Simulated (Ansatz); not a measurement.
# Ta3AsAu2O13: single point with PBE

Ta3AsAu2O13:

```
CELL_PARAMETERS angstrom
5.24237 3.02668 4.14273
-5.24237 3.02668 4.14273
0.00000 -6.05337 4.14273
ATOMIC_POSITIONS crystal
Ta 0.23108 0.57229 0.23108
Ta 0.23108 0.23108 0.57229
Ta 0.57229 0.23108 0.23108
As 0.55878 0.55878 0.55878
Au 0.96559 0.96559 0.96559
Au 0.75105 0.75105 0.75105
O 0.40884 0.66762 0.40884
O 0.40884 0.40884 0.66762
O 0.66762 0.40884 0.40884
O 0.49726 0.01313 0.36024
O 0.36024 0.49726 0.01313
O 0.01313 0.36024 0.49726
O 0.36024 0.01313 0.49726
O 0.01313 0.49726 0.36024
O 0.49726 0.36024 0.01313
O 0.10963 0.74806 0.10963
O 0.10963 0.10963 0.74806
O 0.74806 0.10963 0.10963
O 0.30840 0.30840 0.30840
```

The cell was built by a generator and needn't be a form met in nature.

| Quantity | Value |
| --- | --- |
| Program | Ansatz 0.2.0 |
| Task | single point |
| Functional | PBE |
| Potentials or basis | Ansatz NC |
| Cutoff | 1240 eV (not typed: the program's choice for these potentials) |
| k mesh | 4 × 4 × 4 |
| Occupations | fermi-dirac, width 0.05 eV |
| Spin | no spin polarisation |

| Item | Value |
| --- | --- |
| Pressure | 0.1 GPa |
| Largest force | 0.080 eV/Å |
| Band gap on the k mesh | 1.06 eV, indirect (least direct gap 1.10 eV) |

Forces in eV/Å, atoms in the order of the input:
```
Ta   0.031 -0.018  0.019
Ta   0.000  0.036  0.019
Ta  -0.031 -0.018  0.019
As   0.000  0.000  0.038
Au   0.000  0.000  0.004
Au   0.000  0.000 -0.004
O   -0.005  0.003 -0.025
O    0.000 -0.006 -0.025
O    0.005  0.003 -0.025
O    0.038  0.071  0.002
O   -0.080 -0.003  0.002
O    0.043 -0.068  0.002
O   -0.043 -0.068  0.002
O   -0.038  0.071  0.002
O    0.080 -0.003  0.002
O   -0.041  0.024 -0.010
O    0.000 -0.047 -0.010
O    0.041  0.024 -0.010
O    0.000  0.000 -0.006
```

Stress tensor (GPa, compression positive):
```
 0.12  0.00  0.00
 0.00  0.12  0.00
 0.00  0.00 -0.01
```

Levels at points of the mesh, in eV from the valence-band top:
```
              k point  band 104  band 105  band 106  band 107  band 108  band 109
   (0.00, 0.00, 0.00)     -0.15     -0.15     -0.06      1.09      2.97      2.97
  (0.00, 0.00, -0.50)     -0.36     -0.35     -0.01      1.20      2.85      2.92
 (0.00, -0.50, -0.50)     -0.35     -0.34      0.00      1.17      2.86      2.94
(-0.50, -0.50, -0.50)     -0.14     -0.14     -0.03      1.06      2.96      2.96
```

Run time: 41 s on 8 threads of Intel(R) Xeon(R) 6975P-C (Granite Rapids) (shared host), peak memory 8.1 GiB.

Caveat: spin-orbit coupling is left out, which moves the levels of the heavy elements. A k mesh can miss the band edges.
